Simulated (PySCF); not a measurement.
# The bond of ZrH+, level by level

An exercise on one series of results from a longer session: the logs are not shown, and one member is left open.

The runs use PySCF 2.14.0; Zr def2-TZVPPD with ECP28, H def2-TZVPPD, scalar-relativistic core potentials.

The first run:

A driver script around PySCF takes these settings:

| Quantity | Value |
| --- | --- |
| atoms | Zr, H |
| charge | 1 |
| basis | Zr def2-TZVPPD with ECP28, H def2-TZVPPD |
| Hamiltonian | scalar-relativistic core potentials |
| basis functions | 73 |
| electrons treated | 12 |
| masses in u | 89.9047, 1.0078 |
| levels | PBE0, PBE, r²SCAN, BLYP, BP86, MN15, B3LYP, M06-2X, ωB97X, HF, MP2, SCS-MP2, CCSD, CCSD(T) |
| grid | 80 radial by 434 angular points |
| occupations | held fixed by the projection of orbital angular momentum |
| dissociation limit | Zr+ + H, each in its ground configuration |
| starting distance in angstrom | 1.825 |
| values of 2S to try | 0, 2, 4, 6 |

Run with:

```console
$ OMP_NUM_THREADS=1 python dia.py task.json out
```

Steps of the session up to this table: Input; PBE0 along the bond; Excited determinants; PBE (GGA); r²SCAN (meta-GGA); BLYP (GGA); BP86; MN15 (hybrid meta-GGA); B3LYP; M06-2X (hybrid meta-GGA); ωB97X (range-separated hybrid); UHF (mean field); Adding correlation.

One table of the session follows, with a row left open; its other results are not shown here.

Energy (eV) from each level's lowest point:

```
R (Å)    UHF  UHF-MP2  UHF-SCS-MP2  UHF-CCSD  UHF-CCSD(T)
1.550  0.586    0.441        0.459       n/a          n/a
1.622  0.291    0.190        0.203     0.234        0.235
1.694      ?        ?            ?         ?            ?
1.748  0.034    0.005        0.008     0.019        0.020
1.802  0.000    0.000        0.000     0.000        0.000
1.856  0.001    0.030        0.026     0.014        0.013
1.928  0.044    0.113        0.106     0.074        0.072
2.018  0.150    0.272        0.263     0.201        0.196
2.126  0.327    0.524        0.521     0.406        0.398
2.271  0.589    0.929        0.956       n/a          n/a
```

Estimate the missing values for R (Å) = 1.694.

Worked estimate for «UHF». A straight line through the neighbours (1.622, 0.291) and (1.748, 0.034) gives 0.291 + (0.034 − 0.291) × (1.694 − 1.622) / (1.748 − 1.622) = 0.144; a parabola fitted to 4 rows on both sides gives 0.106.

The run gave: UHF: 0.110; UHF-MP2: 0.051; UHF-SCS-MP2: 0.058; UHF-CCSD: 0.078; UHF-CCSD(T): 0.079. In «UHF» the line misses by +0.034 and the parabola by -0.004.

Limits of these values: The state is the lowest single determinant that the PBE0 search found; with open d or f shells the true ground state can be another one.
